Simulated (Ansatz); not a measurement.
**C7H18AuOP: a ladder of functionals and wavefunction methods**

The task here is to estimate one member of a computed series from the others.

The runs use Ansatz 0.2.0, Gaussian basis; functionals in def2-TZVPP, the program's frozen cores in correlated methods.

Levels to be run: LDA (SPW92), PBE-D4, revPBE-D4, BLYP-D4, r2SCAN-D4, B97M-V, PBE0-D4, B3LYP-D4, r2SCANh-D4, r2SCAN0-D4, HSE06-D4, BHLYP-D4, CAM-B3LYP-D4, LC-ωPBE, ωB97X-V, ωB97M-V, B2PLYP, PBE-QIDH; CCSD(T)/def2-SVP; CCSD(T)/def2-TZVPP; MP2/def2-QZVPP; extrapolation to the limit; RPA on PBE.

## The relaxed structure

All runs share one geometry, relaxed beforehand with PBE0-D4 in a triple-zeta def2 set. Au takes the def2 core potential; no spin-orbit term is included.

SMILES `CC[P+](CC)(CC)[Au-][O]C`, 28 atoms, charge 0, spin multiplicity 1.

Atoms are counted from 1 here; the program's logs count them from 0.

Bond lengths: C1–C2 1.521 Å, C1–H11 1.092 Å, C1–H12 1.092 Å, C1–H13 1.092 Å, C2–P3 1.827 Å, C2–H14 1.094 Å, C2–H15 1.094 Å, P3–C4 1.827 Å, P3–C6 1.829 Å, P3–Au8 2.220 Å, C4–C5 1.521 Å, C4–H16 1.093 Å, C4–H17 1.095 Å, C5–H18 1.092 Å, C5–H19 1.092 Å, C5–H20 1.092 Å, C6–C7 1.520 Å, C6–H21 1.093 Å and more. Angles: C2–C1–H11 110.5°, C2–C1–H12 111.7°, C2–C1–H13 110.9°, H11–C1–H12 107.5°, H11–C1–H13 108.2°, H12–C1–H13 107.8°, C1–C2–P3 113.0°, C1–C2–H14 110.3°, C1–C2–H15 110.9°, P3–C2–H14 106.1°, P3–C2–H15 109.0°, H14–C2–H15 107.3°, C2–P3–C4 104.0°, C2–P3–C6 104.5°, C2–P3–Au8 114.7°, C4–P3–C6 105.3°, C4–P3–Au8 114.4°, C6–P3–Au8 112.8° and more.

Set-up of the first run:

Input file in.yaml:

```yaml
crystal:
  periodic: [false, false, false]
  atoms:
    - {symbol: C, position_ang: [-1.047974, -1.882883, -2.003374]}
    - {symbol: C, position_ang: [-0.597281, -0.432920, -1.909284]}
    - {symbol: P, position_ang: [-0.194381, 0.080000, -0.202571]}
    - {symbol: C, position_ang: [-1.817694, 0.149248, 0.632988]}
    - {symbol: C, position_ang: [-1.735814, 0.719452, 2.040345]}
    - {symbol: C, position_ang: [0.340066, 1.821607, -0.361248]}
    - {symbol: C, position_ang: [-0.652665, 2.789020, -0.984815]}
    - {symbol: Au, position_ang: [1.311430, -1.192414, 0.818953]}
    - {symbol: O, position_ang: [2.581274, -2.382440, 1.758855]}
    - {symbol: C, position_ang: [3.950397, -2.136601, 1.733767]}
    - {symbol: H, position_ang: [-1.215307, -2.165223, -3.044686]}
    - {symbol: H, position_ang: [-1.982227, -2.051093, -1.463590]}
    - {symbol: H, position_ang: [-0.294914, -2.553534, -1.584673]}
    - {symbol: H, position_ang: [0.314865, -0.280340, -2.494399]}
    - {symbol: H, position_ang: [-1.359157, 0.240187, -2.313827]}
    - {symbol: H, position_ang: [-2.188099, -0.878931, 0.663332]}
    - {symbol: H, position_ang: [-2.512673, 0.721518, 0.010299]}
    - {symbol: H, position_ang: [-1.024106, 0.157242, 2.648528]}
    - {symbol: H, position_ang: [-1.417231, 1.764305, 2.034784]}
    - {symbol: H, position_ang: [-2.710326, 0.675153, 2.530486]}
    - {symbol: H, position_ang: [0.622470, 2.142775, 0.645081]}
    - {symbol: H, position_ang: [1.273092, 1.790611, -0.932108]}
    - {symbol: H, position_ang: [-1.576035, 2.852913, -0.405348]}
    - {symbol: H, position_ang: [-0.916003, 2.503234, -2.004915]}
    - {symbol: H, position_ang: [-0.225990, 3.793437, -1.028013]}
    - {symbol: H, position_ang: [4.382350, -2.168690, 0.720293]}
    - {symbol: H, position_ang: [4.229813, -1.164646, 2.171868]}
    - {symbol: H, position_ang: [4.462128, -2.910997, 2.323252]}
basis:
  gaussian: {orbitals: def2-TZVPP}
hamiltonian: {xc: lda}
output: {orbitals: {seedname: orbitals}}
```

Command:

```console
$ ansatz run in.yaml --threads 11 --pin off --events-out ev --progress --plain --max-ram 110592MiB --backend cuda --devices 0, --max-vram 75GiB
```

Steps of the session up to this table: LDA; PBE-D4 (GGA); revPBE-D4 (GGA); BLYP-D4 (GGA); r2SCAN-D4 (meta-GGA); B97M-V (meta-GGA); B3LYP-D4 (hybrid); r2SCANh-D4 (hybrid); r2SCAN0-D4 (hybrid); HSE06-D4 (hybrid); BHLYP-D4 (hybrid); CAM-B3LYP-D4 (range-separated); LC-ωPBE (range-separated); ωB97X-V (range-separated); ωB97M-V (range-separated); B2PLYP (double hybrid); PBE-QIDH (double hybrid).

One table of the session follows, with a row left open; its other results are not shown here.

It belongs to the step «Frontier levels by functional». 

```
  functional  HOMO (eV)  gap (eV)
 LDA (SPW92)      -4.51      3.45
      PBE-D4      -4.32      3.52
   revPBE-D4      -4.23      3.57
     BLYP-D4      -4.21      3.50
   r2SCAN-D4      -4.53      4.01
      B97M-V      -4.61      3.83
     PBE0-D4      -5.65      5.57
    B3LYP-D4      -5.43      5.12
  r2SCANh-D4          ?         ?
  r2SCAN0-D4      -5.83      5.91
    HSE06-D4      -5.25      4.81
    BHLYP-D4      -6.98      7.56
CAM-B3LYP-D4      -7.03      7.74
     LC-ωPBE      -8.29     10.10
     ωB97X-V      -8.01      9.61
     ωB97M-V      -7.99      9.28
```

**Question.** Estimate the row for r2SCANh-D4.

Worked estimate for «HOMO (eV)». Against the share of exact exchange, r2SCAN-D4 (0, -4.53), r2SCAN0-D4 (0.25, -5.83) give a slope of -5.20 per unit share; at 0.1 the line stands at -5.05.

**Answer.** HOMO (eV): -5.04; gap (eV): 4.76. In «HOMO (eV)» the line misses by -0.01.
